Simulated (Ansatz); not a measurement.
# ZnSF− (SMILES [F][Zn][S-]): one structure at several levels

An exercise on one series of results from a longer session: the logs are not shown, and one member is left open.

Method: single points in def2-TZVPPD; program: Ansatz 0.2.0, Gaussian basis.

Cores are frozen in the correlated methods. The 3s and 3p shells of Cu and Zn are frozen; filled d shells are correlated.

## Starting geometry

SMILES `[F][Zn][S-]`, 3 atoms, charge -1, spin multiplicity 1.

Atoms are counted from 1 here; the program's logs count them from 0.

Bond lengths: F1–Zn2 1.851 Å, Zn2–S3 2.138 Å. Angles: F1–Zn2–S3 179.5°.

As a file:

```csv
atom,x (Å),y (Å),z (Å)
F1,-1.57185,0.84452,-0.77356
Zn2,-0.07952,0.02997,-0.04237
S3,1.64268,-0.90065,0.81768
```

Set-up of the first run:

File run/in.yaml:

```yaml
crystal:
  periodic: [false, false, false]
  atoms:
    - {symbol: F, position_ang: [-1.571848, 0.844523, -0.773562]}
    - {symbol: Zn, position_ang: [-0.079521, 0.029971, -0.042370]}
    - {symbol: S, position_ang: [1.642684, -0.900655, 0.817680]}
basis:
  gaussian: {orbitals: "def2-TZVPPD.json"}
total_charge: -1
hamiltonian: {xc: pbe, dispersion: d4}
output: {forces: true}
```

The basis file named in the input lies beside it (Basis Set Exchange, JSON).

Run with:

```console
$ ansatz run in.yaml --threads 2 --pin off --events-out ev --progress --plain --max-ram 3481MiB
```

Among the steps run: PBE-D4/def2-TZVPPD; r2SCAN-D4/def2-TZVPPD; PBE0-D4/def2-TZVPPD; wB97M-V/def2-TZVPPD; CCSD(T)/def2-TZVPPD.

One of the session's tables, all rows but one given; the rest of the session is left out.

| method | RMS force component (eV/Å) | angle to CCSD(T) forces (°) |
| --- | --- | --- |
| PBE-D4 | 0.345 | 26.5 |
| r2SCAN-D4 | ? | ? |
| PBE0-D4 | 0.424 | 10.7 |
| wB97M-V | 0.428 | 15.3 |
| CCSD(T) | 0.345 | reference |

Q: Estimate the row for r2SCAN-D4 from the others.

As computed: RMS force component (eV/Å): 0.489; angle to CCSD(T) forces (°): 10.7. In the column «RMS force component (eV/Å)» it is the highest.
